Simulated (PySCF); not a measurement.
# C5H5NO2S: the cost of one run

Computed with PySCF 2.14.0 and routines of our own; the level stands in each step. Atoms count from 0.

## 1. The system as given

14 atoms, charge 0, multiplicity 1; geometry from: GFN2-xTB.

## 2. Magnetic properties: GIAO PBE0/pcSseg-1

What the job is given:

```
{"job": {"kind": "mag", "xc": "PBE0", "basis": "pcSseg-1", "isotopologues": 0}, "charge": 0, "multiplicity": 1}
O     -2.425919     0.691050    -0.335068
C     -1.627792    -0.228245    -0.295227
O     -2.015162    -1.510203    -0.488236
C     -0.222343    -0.094346    -0.048887
N      0.648227    -1.156520    -0.012575
C      1.891567    -0.707694     0.240442
C      1.859396     0.659953     0.374560
C      0.525315     1.060942     0.193373
S     -0.093386     2.685510     0.256084
H     -2.970471    -1.530957    -0.647561
H      0.364328    -2.111256    -0.156889
H      2.728188    -1.374916     0.311301
H      2.687873     1.306254     0.578658
H     -1.350500     2.309955     0.007858
```

Method: GIAO PBE0/pcSseg-1 magnetisability, rotational g tensor and spin-rotation constants, non-relativistic, gas phase.

Started as:

```
> OMP_NUM_THREADS=1 python excited_run.py task.json out
```

This one command runs all jobs of the session in turn.

**Question.** How long does this first job take on 1 thread of Arm Neoverse V1, shared host, and how much memory does it need?

About 51 s, with a peak of 0.91 GiB.
